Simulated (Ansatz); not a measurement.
This script for an equation of state with a fit of Al, space group P6_3/mmc with Ansatz 0.2.0 through its Python package holds a mistake.

The script, `eos_al.py`:
```python
"""Bulk modulus of Al from an E(V) curve."""

import ansatz as az
import numpy as np
from scipy.optimize import curve_fit

VECTORS = np.array([
    [1.48835137, 0.0, 0.0],
    [-0.74417569, 1.2889501, 0.0],
    [0.0, 0.0, 2.57553702],
])
SITES = [
    ("Al", (2 / 3, 1 / 3, 0.75)),
    ("Al", (1 / 3, 2 / 3, 0.25)),
]


def on_lattice(cell):
    crystal = az.Crystal(lattice=az.Lattice.of(cell))
    for symbol, position in SITES:
        crystal = crystal.atom(symbol, position)
    return crystal

def vinet(v, e0, v0, b0, b1):
    eta = (v / v0) ** (1 / 3)
    return e0 + 2 * b0 * v0 / (b1 - 1) ** 2 * (2 - (5 + 3 * b1 * (eta - 1) - 3 * eta) * np.exp(-1.5 * (b1 - 1) * (eta - 1)))

# scale the volume, keep shape and fractions
volumes, energies = [], []
for scale in np.linspace(0.94, 1.06, 7):
    cell = VECTORS * scale ** (1 / 3)
    calc = (
        on_lattice(cell).calculation()
        .functional("r2SCAN")
        .pseudopotentials("paw")
        .basis(530)
        .occupations("methfessel_paxton", width=0.1)
        .scf(max_iterations=90)
        .kpoints(22, 22, 11)
    )
    summary = calc.run(threads=1).report
    volumes.append(abs(np.linalg.det(cell)) / len(SITES))
    energies.append(summary["free_energy_ev"] / len(SITES))
    print(f"V = {volumes[-1]:8.4f} A^3/atom  F = {energies[-1]:.5f} eV/atom")

guess = (min(energies), volumes[int(np.argmin(energies))], 0.5, 4.5)
(e0, v0, b0, b1), _ = curve_fit(vinet, np.array(volumes), np.array(energies), p0=guess, maxfev=20000)
print(f"Vinet fit: V0 = {v0:.4f} A^3/atom, B0 = {160.21766 * b0:.1f} GPa, B1 = {b1:.2f}")
print("largest residual", round(1000 * float(np.abs(vinet(np.array(volumes), e0, v0, b0, b1) - energies).max()), 3), "meV/atom")
```

```console
$ python eos_al.py
Traceback (most recent call last):
  File "eos_al.py", line 41, in <module>
    summary = calc.run(threads=1).report
              ~~~~~~~~^^^^^^^^^^^
  ...
ansatz.NonConvergedError: refused after 6 iterations: one_centre_occupation = 2.01e0 (threshold 2.00e0); read on the Al atom at site 1 (counted from 0), in its partial waves of l = 2. The loop had accepted its state. The figure is how many electrons the atom's PAW partial-wave expansion lays in one spin orbital inside its sphere. Of a state that the partial waves describe, at an atom whose sphere does not reach far into another's, it is at most what a level can hold: about one, and more with the corrected tetrahedra; the threshold leaves room over one. Most likely the run has filled a ghost state, a level that the dataset's projectors bind and the atom lacks (a dataset that is sound under one functional can have one under another), or spheres, of atoms or of an atom and its images, overlap so deeply that the expansion counts electrons twice. The SCF's residuals do not see that, and the energy, the forces and the levels can be wrong by many eV: no result is given. To try: another dataset for the element (`hamiltonian.pseudopotentials`: `source: ansatz` if the run read another table, another `kind`, or another file under `azcp`); where atoms stand so close that spheres overlap [...]
```
(Library frames cut from the traceback.)

Why does it end like this?

The fault: the cell is far too small. Mended:

```diff
--- before
+++ after
@@ -7,5 +7,5 @@
 VECTORS = np.array([
-    [1.48835137, 0.0, 0.0],
-    [-0.74417569, 1.2889501, 0.0],
-    [0.0, 0.0, 2.57553702],
+    [2.81245535, 0.0, 0.0],
+    [-1.40622768, 2.43565778, 0.0],
+    [0.0, 0.0, 4.86685],
 ])
@@ -38,3 +38,3 @@
         .scf(max_iterations=90)
-        .kpoints(22, 22, 11)
+        .kpoints(12, 12, 6)
     )
```

With that change:

```console
$ python eos_al.py
V =  15.6692 A^3/atom  F = -540.36144 eV/atom
V =  16.0026 A^3/atom  F = -540.36385 eV/atom
V =  16.3360 A^3/atom  F = -540.36233 eV/atom
V =  16.6694 A^3/atom  F = -540.35727 eV/atom
V =  17.0028 A^3/atom  F = -540.34907 eV/atom
V =  17.3362 A^3/atom  F = -540.33811 eV/atom
V =  17.6696 A^3/atom  F = -540.32471 eV/atom
Vinet fit: V0 = 16.0337 A^3/atom, B0 = 90.6 GPa, B1 = 4.71
largest residual 0.011 meV/atom
```

Absolute energies stand on the zero of these potentials, so only differences at equal settings mean something. Shape and fractional positions are held along the curve, so the bulk modulus is an upper value where they are free to relax, by a factor of two or more in layered or hydrogen-bonded cells. For a metal this k-point mesh is coarse: on a finer one energies can move by several to tens of meV an atom and pressures by half a GPa or more, differences at one mesh by less. This isn't the structure that Al takes at ambient conditions. It ran for 30 s on 1 thread of Arm Neoverse N1 (shared host), peak memory 0.46 GiB.
